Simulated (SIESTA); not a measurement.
Mg5Ge: equation of state with PBEsol

The system is Mg5Ge.

```
Ge Mg
1.0
     2.70704    1.56291    5.07935
    -2.70704    1.56291    5.07935
     0.00000   -3.12583    5.07935
Ge Mg
1 5
Cartesian
  0.0000 0.0000 0.0000
  0.0000 0.0000 5.0726
  0.0000 0.0000 10.1654
  0.9173 1.5888 7.6190
  -1.8345 0.0000 7.6190
  0.9173 -1.5888 7.6190
```

The cell comes from a database or a generator and needn't be the stable form of this composition.

```yaml
Program: SIESTA 5.4.2
Task: equation of state
Functional: PBEsol
Potentials_or_basis: PseudoDojo 0.4 standard (PBEsol files)
Basis: DZP (energy shift 0.003 Ry; two zetas on semicore shells)
Grid_cutoff: 800 Ry
Energy_shift: 0.003 Ry
k_mesh: 6 × 6 × 6
Occupations: fermi-dirac, width 0.05 eV
Spin: no spin polarisation
```

The equilibrium volume is 21.78 Å³/atom and the bulk modulus at fixed shape and positions is 40 GPa. The pressure derivative of the bulk modulus is 3.8.

Energy against volume, from the lowest point:
```tsv
volume (Å³/atom)	energy (meV/atom)
20.201	15.85
20.630	8.04
21.060	2.97
21.490	0.37
21.920	0.00
22.350	1.67
22.779	5.21
```

All runs of the series together: 10 min on 1 thread of Arm Neoverse V1 (shared host).

Caveat: the cell was scaled at fixed shape and fractional positions, which overstates the stiffness of a crystal with free parameters, most of all of layers and chains; the basis of atomic orbitals isn't converged, which shifts pressures, moduli and gaps.
